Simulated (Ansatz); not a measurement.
**CoO: equation of state with PBE**

Crystal: CoO.

```xyz
2
Lattice="0.0000 2.1315 2.1315 2.1315 0.0000 2.1315 2.1315 2.1315 0.0000" Properties=species:S:1:pos:R:3 pbc="T T T"
Co    0.0000    0.0000    0.0000
O     2.1315    2.1315    2.1315
```

| Quantity | Value |
| --- | --- |
| Program | Ansatz 0.2.0 |
| Task | equation of state |
| Functional | PBE |
| Potentials or basis | Ansatz PAW |
| Cutoff | 420 eV |
| Density cutoff | 1680 eV |
| k mesh | 11 × 11 × 11 |
| Occupations | fermi-dirac, width 0.05 eV |
| Spin | collinear spin, ferromagnetic start |
| Starting moments | [2.0, 0.0] μB |

| Quantity | Value |
| --- | --- |
| Equilibrium volume | 9.58 Å³/atom |
| Bulk modulus | 170 GPa |
| Pressure derivative of the bulk modulus | 2.9 |

Energy against volume, from the lowest point:
| volume (Å³/atom) | energy (meV/atom) |
| --- | --- |
| 9.103 | 12.85 |
| 9.297 | 4.06 |
| 9.490 | 0.00 |
| 9.684 | 0.15 |
| 9.878 | 4.33 |
| 10.071 | 12.14 |
| 10.265 | 23.40 |

All runs of the series together: 37 s on 2 threads of AMD EPYC 7R43 64-Core Processor (Zen 3), with other jobs on the host.
